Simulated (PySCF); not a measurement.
# BH4O4: the cost of one run

The runs use PySCF 2.14.0, with density-fitted response routines of our own; the level of theory stands in each step. All values are computed, except where a source is named. Atoms are numbered from 0 throughout.

## Step 1: The molecule as given

9 atoms, charge -1, multiplicity 1; geometry from: GFN2-xTB. The atoms were then displaced at random by about 0.01 Å, so the start is not that level's minimum.

Bonds of the start (Å): O0–B1 1.46, B1–O2 1.47, B1–O3 1.46, B1–O4 1.48, O0–H5 0.95, O2–H6 0.94, O3–H7 0.97, O4–H8 0.95.

## Step 2: Optimising the geometry at PBE0-D3(BJ)/def2-TZVP

What the job is given:

```
{"job": {"xc": "PBE0", "basis": "def2-TZVP", "d3": "d3bj", "grid": 2, "shake": 0.01, "kind": "geom"}, "charge": -1, "multiplicity": 1}
O     -0.201950     1.415270    -0.284590
B     -0.006340    -0.004800    -0.005300
O      1.302470    -0.483410    -0.485990
O     -1.016740    -0.770590    -0.720250
O     -0.055050    -0.193580     1.459370
H      0.265100     1.922190     0.374800
H      1.239710    -0.613920    -1.418540
H     -1.842810    -0.270300    -0.614850
H      0.373430    -1.018020     1.661620
```

The run is started by

```console
> OMP_NUM_THREADS=1 python probes_run.py task.json out
```

One launch serves the whole session: the jobs run in the order shown.

**Question.** How long does this first job take on 1 thread of Arm Neoverse V1, shared host, and how much memory does it need?

About 81 s, with a peak of 0.68 GiB.
